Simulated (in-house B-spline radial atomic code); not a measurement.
# W: ionisation energy by several methods

One table from this session's results is given with a row withheld; the runs are named, their logs left out.

Method: non-relativistic, several functionals, spin-polarised; spherical all-electron atom at the radial basis limit. Code: in-house B-spline radial atomic code version 1.

### The system

```
element       : tungsten (Z = 74)
charge        : 0
electrons     : 74
configuration : [Xe] 4f14 5d4 6s2
nucleus       : point
```

Outer shells as boxes (Hund's rule):

[Xe] 4f14 5d4 6s2
```
[Xe] core
4f [↑↓][↑↓][↑↓][↑↓][↑↓][↑↓][↑↓]
5d [↑ ][↑ ][↑ ][↑ ][  ]
6s [↑↓]
```

Where spins are not typed, each open shell is filled with up spins first.

The first run:

Settings, as recorded:

```ini
Z = 74
electrons = 74.0
configuration = [Xe] 4f14 5d4 6s2
hamiltonian = nr
method = b88,lyp
spin_polarised = True
```

Among the steps run: BLYP, a GGA; Hartree-Fock; TPSS, a meta-GGA; LDA (VWN5); BP86, a GGA; PBEsol, a GGA.

One of the session's tables, all rows but one given; the rest of the session is left out.

| method | ΔSCF (eV) |
| --- | --- |
| LDA (VWN5) | 6.964 |
| BLYP | 6.866 |
| BP86 | 6.805 |
| PBEsol | ? |
| TPSS | 6.447 |
| Hartree-Fock | 5.241 |

**Question.** Estimate the row for PBEsol.

The run gave: ΔSCF (eV): 6.547. In the column «ΔSCF (eV)» it lies between TPSS (6.447) and BP86 (6.805).

To keep in mind: Mean absolute error by rung (exchange-only levels left out): LDA 0.90 eV, GGA 1.12 eV, meta-GGA 1.42 eV, Hartree-Fock 2.62 eV. These runs lack relativity altogether, which can outweigh the gaps between the methods, so the nearest may be so by luck. These runs leave out relativity, which matters at this nuclear charge.
